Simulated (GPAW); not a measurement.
Runs of GPAW 26.7.0 on TeAs2. The structure is tetragonal, space group I4_1/amd (No. 141). Conventional cell: a = 7.113 Å, b = 7.113 Å, c = 5.881 Å, α = 90.00°, β = 90.00°, γ = 90.00°. Te (site symmetry -4m2) has 4 As at 2.83 Å as nearest neighbours. As (site symmetry 2/m) is surrounded by 2 Te at 2.83 Å and 4 As at 2.91 Å. The cell comes from a database or a generator and needn't be the stable form of this composition.

```tsv
task	level	potentials or basis	cell	k mesh	cutoff (eV)	maxiter	optimizer	fmax	max steps	convergence	gap on the mesh (eV)	pressure (GPa)	relaxed volume (Å³/atom)
relaxation of cell and atoms	PBEsol+D3	PAW data sets generated in the run's folder for this functional, pw	relaxed	4 × 4 × 4	600	150	BFGS	0.02 eV/Å	60	density=1e-05 forces=0.0001	none	0.0	22.58
relaxation of cell and atoms	PBEsol+D3(BJ)	PAW data sets generated in the run's folder for this functional, pw	relaxed	4 × 4 × 4	600	150	BFGS	0.02 eV/Å	60	density=1e-05 forces=0.0001	none	0.0	21.87
single point	PBEsol	PAW data sets generated in the run's folder for this functional, pw	as given	6 × 6 × 6	600	150	-	-	-	-	none	(a)	-
single point	PBE	GPAW PAW data sets (gpaw-data 1.2.1), pw	as given	5 × 5 × 5	450	120	-	-	-	default	none	-0.7	-
```

Alike in all rows: no spin polarisation; smearing fermi-dirac 0.05 eV.

Task: Estimate the missing entries.

Result: (a) -4.2.

Caveats: later steps reuse the first step's grids (some runs); pairwise dispersion overbinds metals, which lowers pressure and volume (some runs); the cutoff is short for stress and forces, so pressures can be off by a GPa or more (some runs).

A k mesh can miss the band edges, and the runs leave out spin-orbit coupling on As, Te.

A gap of «none» marks a metal or a gap under the smearing width.

Not every run made on this cell is shown here.
